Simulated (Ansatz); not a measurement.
# CH8B2Si: rotation by 180° about the C2–B3 bond, part 2 of 2

How high is the barrier for the rotation by 180° about the C2–B3 bond? Relax the two ends, then run a nudged elastic band between them. SMILES of the start: BC(B)[SiH3].

Ansatz 0.2.0; RKS PBE/def2-SVP. Earlier steps stand in the parts before.

## (6) The band

crystal.atoms is end A as relaxed above, and neb.final_atoms is end B, turned to lie on A. With 5 inner images the band has 7 in all.

input.yaml reads:

```yaml
crystal:
  periodic: [false, false, false]
  atoms:
    - { symbol: B, position_ang: [-1.104285, 1.29951, -0.145361] }
    - { symbol: C, position_ang: [-0.71596, -0.171466, 0.092612] }
    - { symbol: B, position_ang: [0.145103, -0.382956, 1.369957] }
    - { symbol: Si, position_ang: [0.883156, -0.56306, -0.922857] }
    - { symbol: H, position_ang: [-2.247756, 1.594575, -0.446445] }
    - { symbol: H, position_ang: [-0.283241, 2.187952, -0.004142] }
    - { symbol: H, position_ang: [-1.474857, -0.949713, -0.115317] }
    - { symbol: H, position_ang: [0.000278, -1.373876, 2.061923] }
    - { symbol: H, position_ang: [0.989436, 0.442485, 1.67688] }
    - { symbol: H, position_ang: [1.620922, 0.671229, -1.33696] }
    - { symbol: H, position_ang: [0.459571, -1.382463, -2.107313] }
    - { symbol: H, position_ang: [1.804633, -1.427317, -0.088876] }
basis:
  gaussian: { orbitals: def2-SVP }
hamiltonian:
  xc: pbe
neb:
  order_check: false
  images: 5
  f_tol: 0.05
  max_iterations: 60
  initial_path: idpp
  final_atoms:
    - { symbol: B, position_ang: [-1.10392056, 1.30079093, -0.14487714] }
    - { symbol: C, position_ang: [-0.71338624, -0.17000465, 0.08987518] }
    - { symbol: B, position_ang: [0.14329143, -0.38203676, 1.37031301] }
    - { symbol: Si, position_ang: [0.88519503, -0.56482217, -0.92427683] }
    - { symbol: H, position_ang: [-2.2496285, 1.59406435, -0.4387916] }
    - { symbol: H, position_ang: [-0.28326239, 2.19008009, -0.00639617] }
    - { symbol: H, position_ang: [-1.47273598, -0.94870154, -0.11610758] }
    - { symbol: H, position_ang: [0.98858627, 0.44050461, 1.68082223] }
    - { symbol: H, position_ang: [-0.00681069, -1.37279714, 2.06098187] }
    - { symbol: H, position_ang: [1.62334919, 0.66928975, -1.33929558] }
    - { symbol: H, position_ang: [0.45991343, -1.38330658, -2.10885479] }
    - { symbol: H, position_ang: [1.80640902, -1.42816089, -0.08929161] }
```

Started as:

```sh
> ansatz run input.yaml --threads 2 --pin off --max-ram 3072MiB --backend cpu --events-out ev --progress --plain --runs-dir out
```

The program printed, shortened:

```text
Warning: RAYON_NUM_THREADS=2 ignored (pool sized by the plan → 2); use --threads N
[...]
Functional definition: PBE
[...]
1126 factors; their error is unknown
[...]
mean field -10383.66924685 eV, -381.5928065180 hartree, gradient 5.4e-5 eV, S^2 0.000000; 0 other end points of the search recorded, 0 dependent functions left out
[...]
reference -10383.66928624 eV, -381.5928079653 hartree; 19, 19 occupied and 81, 81 virtual orbitals, 1126 factors
1126 factors; their error is unknown
[...]
mean field -10383.66928327 eV, -381.5928078563 hartree, gradient 5.4e-5 eV, S^2 0.000000; 0 other end points of the search recorded, 0 dependent functions left out
[...]
reference -10383.66932267 eV, -381.5928093042 hartree; 19, 19 occupied and 81, 81 virtual orbitals, 1126 factors
NEB end point (image 0): max|allowed force component| = 8.433e-3 eV/Å (the criterion of neb.relax_end_points is 1.000e-2)
[...]
Atom 3 at     0.827990    -0.912013    -1.082314 Å, force    -0.019461     0.013648     0.023956 eV/Å
Atom 4 at    -2.034058     1.713776     0.029952 Å, force     0.005055    -0.000192     0.016860 eV/Å
Atom 5 at    -0.158982     2.135884    -0.805574 Å, force    -0.010452     0.001501    -0.007366 eV/Å
Atom 6 at    -1.332800    -0.707827     0.289678 Å, force    -0.013074     0.014386     0.005271 eV/Å
Atom 7 at     1.094449    -0.605869     1.936688 Å, force    -0.004639     0.005940     0.010641 eV/Å
Atom 8 at    -0.597195     0.515982     2.443968 Å, force    -0.000223     0.000596    -0.005834 eV/Å
Atom 9 at     2.112550    -0.130277    -1.060042 Å, force     0.000281     0.001894    -0.001704 eV/Å
Atom 10 at     0.318428    -0.951919    -2.499328 Å, force    -0.000629    -0.002260     0.002144 eV/Å
Atom 11 at     1.104486    -2.325075    -0.640314 Å, force     0.003372     0.001061     0.000813 eV/Å
Dipole moment:    -0.100603    -0.110053     0.050222 e Å
this run last wrote the band of iteration 35 to <dir>; this run last wrote the band within `neb.f_tol` of iteration 14 to <dir>
```

It took 4.7 min on 2 threads of Arm Neoverse V1, shared host; peak memory 0.13 GiB.

## (7) The band, image by image

The 5 inner images lie between the fixed ends 0 and 6. Energy is taken from image 0, and the path length is the program's own coordinate along the band.

| image | path (Å) | energy (eV) | dihedral Si4–C2–B3–H8 (°) | band force (eV/Å) |
| --- | --- | --- | --- | --- |
| 0 | 0.000 | 0.0000 | -108 | - |
| 1 | 1.422 | 0.0165 | -113 | 0.014 |
| 2 | 2.843 | 0.2006 | -65 | 0.024 |
| 3* | 4.265 | 0.3462 | -6 | 0.043 |
| 4 | 5.405 | 0.1898 | 26 | 0.024 |
| 5 | 6.545 | 0.0137 | 61 | 0.005 |
| 6 | 7.684 | 0.0000 | 71 | - |

The star marks the climbing image.

image, energy (eV) and a bar:
```
        0      0.000 
        1      0.016 #
        2      0.201 #################
        3      0.346 ##############################
        4      0.190 ################
        5      0.014 #
        6      0.000
```

How the highest energy settled:

| iteration | highest image above image 0 (eV) | largest band force (eV/Å) |
| --- | --- | --- |
| 1 | 1.5556 | 3.420 |
| 4 | 0.4542 | 0.207 |
| 7 | 0.4260 | 0.141 |
| 10 | 0.4127 | 0.096 |
| 13 | 0.4027 | 0.051 |
| 16 | 0.3891 | 0.219 |
| 19 | 0.3822 | 0.072 |
| 22 | 0.3769 | 0.052 |
| 25 | 0.3701 | 0.077 |
| 28 | 0.3616 | 0.095 |
| 31 | 0.3527 | 0.085 |
| 34 | 0.3467 | 0.091 |
| 35 | 0.3462 | 0.043 |

The band as a trajectory file:

```xyz
12
image=0 dE=0.0000
B    -1.104    1.300   -0.145
C    -0.716   -0.171    0.093
B     0.145   -0.383    1.370
Si    0.883   -0.563   -0.923
H    -2.248    1.595   -0.446
H    -0.283    2.188   -0.004
H    -1.475   -0.950   -0.115
H     0.000   -1.374    2.062
H     0.989    0.442    1.677
H     1.621    0.671   -1.337
H     0.460   -1.382   -2.107
H     1.805   -1.427   -0.089
12
image=1 dE=0.0165
B    -1.065    1.176   -0.241
C    -0.617   -0.238    0.191
B     0.134   -0.194    1.544
Si    0.868   -0.623   -0.981
H    -2.212    1.376   -0.600
H    -0.284    2.112   -0.216
H    -1.356   -1.056    0.078
H    -0.079   -1.044    2.390
H     0.953    0.678    1.776
H     1.913    0.449   -0.918
H     0.347   -0.743   -2.387
H     1.476   -1.947   -0.603
12
image=2 dE=0.2006
B    -1.040    1.263   -0.193
C    -0.531   -0.174    0.069
B     0.071   -0.052    1.507
Si    0.889   -0.805   -1.042
H    -2.208    1.569   -0.026
H    -0.250    2.136   -0.512
H    -1.265   -1.011    0.095
H     0.446   -1.048    2.103
H     0.178    1.012    2.093
H     2.110    0.064   -0.927
H     0.430   -0.794   -2.475
H     1.246   -2.216   -0.660
12
image=3 dE=0.3462
B    -0.911    1.344   -0.261
C    -0.415   -0.087    0.093
B     0.068   -0.045    1.589
Si    0.828   -0.912   -1.082
H    -2.034    1.714    0.030
H    -0.159    2.136   -0.806
H    -1.333   -0.708    0.290
H     1.094   -0.606    1.937
H    -0.597    0.516    2.444
H     2.113   -0.130   -1.060
H     0.318   -0.952   -2.499
H     1.104   -2.325   -0.640
12
image=4 dE=0.1898
B    -0.771    1.331   -0.317
C    -0.557   -0.130    0.183
B     0.114   -0.007    1.587
Si    0.703   -0.957   -1.006
H    -1.906    1.760   -0.421
H     0.156    2.072   -0.589
H    -1.533   -0.648    0.254
H     1.320    0.058    1.733
H    -0.587    0.038    2.581
H     1.988   -0.181   -0.998
H     0.179   -1.022   -2.417
H     0.971   -2.369   -0.557
12
image=5 dE=0.0137
B    -0.643    1.427   -0.385
C    -0.663   -0.001    0.206
B     0.114   -0.058    1.543
Si    0.598   -0.972   -0.886
H    -1.671    1.930   -0.802
H     0.389    2.072   -0.426
H    -1.635   -0.533    0.182
H     1.218    0.448    1.643
H    -0.364   -0.627    2.508
H     1.861   -0.191   -1.090
H    -0.052   -1.256   -2.213
H     0.926   -2.294   -0.245
12
image=6 dE=0.0000
B    -1.103    1.301   -0.146
C    -0.714   -0.170    0.089
B     0.142   -0.382    1.370
Si    0.886   -0.565   -0.923
H    -2.248    1.595   -0.441
H    -0.282    2.190   -0.006
H    -1.473   -0.948   -0.118
H     0.987    0.440    1.682
H    -0.010   -1.373    2.061
H     1.625    0.669   -1.337
H     0.462   -1.383   -2.109
H     1.806   -1.429   -0.088
```

## (8) Frequencies at the highest image

The geometry is the highest inner image of the first converged band.

input.yaml reads:

```yaml
crystal:
  periodic: [false, false, false]
  atoms:
    - { symbol: B, position_ang: [-0.910648, 1.344098, -0.260637] }
    - { symbol: C, position_ang: [-0.41536, -0.087238, 0.0932] }
    - { symbol: B, position_ang: [0.068139, -0.044623, 1.588825] }
    - { symbol: Si, position_ang: [0.82799, -0.912013, -1.082314] }
    - { symbol: H, position_ang: [-2.034058, 1.713776, 0.029952] }
    - { symbol: H, position_ang: [-0.158982, 2.135884, -0.805574] }
    - { symbol: H, position_ang: [-1.3328, -0.707827, 0.289678] }
    - { symbol: H, position_ang: [1.094449, -0.605869, 1.936688] }
    - { symbol: H, position_ang: [-0.597195, 0.515982, 2.443968] }
    - { symbol: H, position_ang: [2.11255, -0.130277, -1.060042] }
    - { symbol: H, position_ang: [0.318428, -0.951919, -2.499328] }
    - { symbol: H, position_ang: [1.104486, -2.325075, -0.640314] }
basis:
  gaussian: { orbitals: def2-SVP }
hamiltonian:
  xc: pbe
phonons: {}
```

Started as:

```sh
> ansatz run input.yaml --threads 2 --pin off --max-ram 3072MiB --backend cpu --events-out ev --progress --plain --runs-dir out
```

The program printed, shortened:

```text
Warning: RAYON_NUM_THREADS=2 ignored (pool sized by the plan → 2); use --threads N
[...]
Functional definition: PBE
[...]
1126 factors; their error is unknown
[...]
mean field -10383.32306982 eV, -381.5800847466 hartree, gradient 5.7e-5 eV, S^2 0.000000; 0 other end points of the search recorded, 0 dependent functions left out
[...]
reference -10383.32310998 eV, -381.5800862225 hartree; 19, 19 occupied and 81, 81 virtual orbitals, 1126 factors
[...]
1126 factors; their error is unknown
mean field -10383.32298380 eV, -381.5800815857 hartree, gradient 1.3e-6 eV, S^2 0.000000; 0 other end points of the search recorded, 0 dependent functions left out
[...]
reference -10383.32302397 eV, -381.5800830617 hartree; 19, 19 occupied and 81, 81 virtual orbitals, 1126 factors
[...]
1126 factors; their error is unknown
mean field -10383.32293063 eV, -381.5800796316 hartree, gradient 1.3e-6 eV, S^2 0.000000; 0 other end points of the search recorded, 0 dependent functions left out
[...]
WARN: phonons: modes at or below zero, which the zero-point energy, F, S and C_V leave out: 1, the lowest at -199.60 cm⁻¹. A minimum has none, and a first-order saddle one
[...]
Atom 4 at    -2.034058     1.713776     0.029952 Å, force     0.005033    -0.000226     0.016896 eV/Å
Atom 5 at    -0.158982     2.135884    -0.805574 Å, force    -0.010410     0.001372    -0.007295 eV/Å
Atom 6 at    -1.332800    -0.707827     0.289678 Å, force    -0.013110     0.014476     0.005245 eV/Å
Atom 7 at     1.094449    -0.605869     1.936688 Å, force    -0.004676     0.005933     0.010632 eV/Å
Atom 8 at    -0.597195     0.515982     2.443968 Å, force    -0.000174     0.000649    -0.005701 eV/Å
Atom 9 at     2.112550    -0.130277    -1.060042 Å, force     0.000331     0.001903    -0.001688 eV/Å
Atom 10 at     0.318428    -0.951919    -2.499328 Å, force    -0.000617    -0.002239     0.002167 eV/Å
Atom 11 at     1.104486    -2.325075    -0.640314 Å, force     0.003372     0.001084     0.000824 eV/Å
Dipole moment:    -0.100600    -0.110056     0.050221 e Å
Vibrations: -199.60 124.54 161.08 171.49 200.21 264.88 564.55 616.89 629.26 681.69 815.86 853.12 890.56 903.24 914.85 925.62 1002.34 1027.01 1083.15 1103.53 1186.50 1209.86 2157.05 2163.38 2175.89 2485.09 2499.76 2576.29 2587.98 2891.80 cm⁻¹, zero-point energy 2.161507 eV
```

Wall time 72 s (2 threads of Arm Neoverse V1, shared host); peak memory 0.13 GiB.

Of 30 modes, 1 is imaginary by more than 30 cm⁻¹ (200i cm⁻¹).

## (9) Summary of results

What follows sums up all 2 parts.

| quantity | value |
| --- | --- |
| end A | 25 moves, 1.081 eV lower |
| end B | 30 moves, 1.092 eV lower |
| barrier forwards | 0.35 eV |
| barrier backwards | 0.35 eV |
| second end relative to first | 0.000 eV |
| highest image | 3 of 0 to 6, climbing |
| band iterations | 35 |
| imaginary modes at the top | 200i cm⁻¹ |

The barrier from the first end is 0.35 eV, 13 times kT at 300 K; with a typical attempt rate of 10^13 per second that is roughly 10^7 events a second. The two ends lie within 1 meV of each other. The listed dihedral goes from -108° at end A through -6° at the highest image to 71° at end B. One imaginary mode, as a first-order saddle point has. Zero-point energy and entropy are left out.
